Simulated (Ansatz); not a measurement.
# Al: the cost of one run

Computed with Ansatz 0.2.0 (DFT PBEsol, scalar-relativistic, plane waves, PAW, unless a step's input says otherwise).

**1. The system as given**

It takes space group Fm-3m (No. 225, cubic). The conventional cell has a = 4.039 Å, b = 4.039 Å, c = 4.039 Å, α = 90.00°, β = 90.00°, γ = 90.00°. Around Al (site symmetry m-3m) lie 12 Al at 2.86 Å.

Structure file:

```
CELL_PARAMETERS angstrom
0.00000 2.01946 2.01946
2.01946 0.00000 2.01946
2.01946 2.01946 0.00000
ATOMIC_POSITIONS crystal
Al 0.00000 0.00000 0.00000
```

The structure comes from the Materials Project (structure only).

(A quick probe on a coarse mesh, which set the mesh and smearing, is not shown.)

**3. Relaxing cell and atoms**

Input file input.yaml:

```yaml
crystal:
  lattice:
    - [0.0, 2.01946485, 2.01946485]
    - [2.01946485, 0.0, 2.01946485]
    - [2.01946485, 2.01946485, 0.0]
  atoms:
    - { symbol: Al, position: [0.0, 0.0, 0.0] }
basis:
  ecutwfc: 420
kpoints:
  mp_grid: { grid: [18, 18, 18] }
hamiltonian:
  xc: pbesol
scf:
  occupations: { method: gaussian, width: 0.1 }
output:
  forces: true
  stress: true
  eigenvalues: true
relax:
  adjacent_minimum: "off"
  f_tol: 0.005
  max_steps: 80
  cell: { stress_tol: 0.05 }
```

Launch:

```sh
$ ansatz run input.yaml --threads 4 --pin off --max-ram 8192MiB --backend cpu --events-out ev --progress --plain --runs-dir out
```

What time and memory should one allow on 4 threads of Intel Xeon 6975P-C (Granite Rapids), shared host?

About 1.1 s, with a peak of 0.36 GiB.
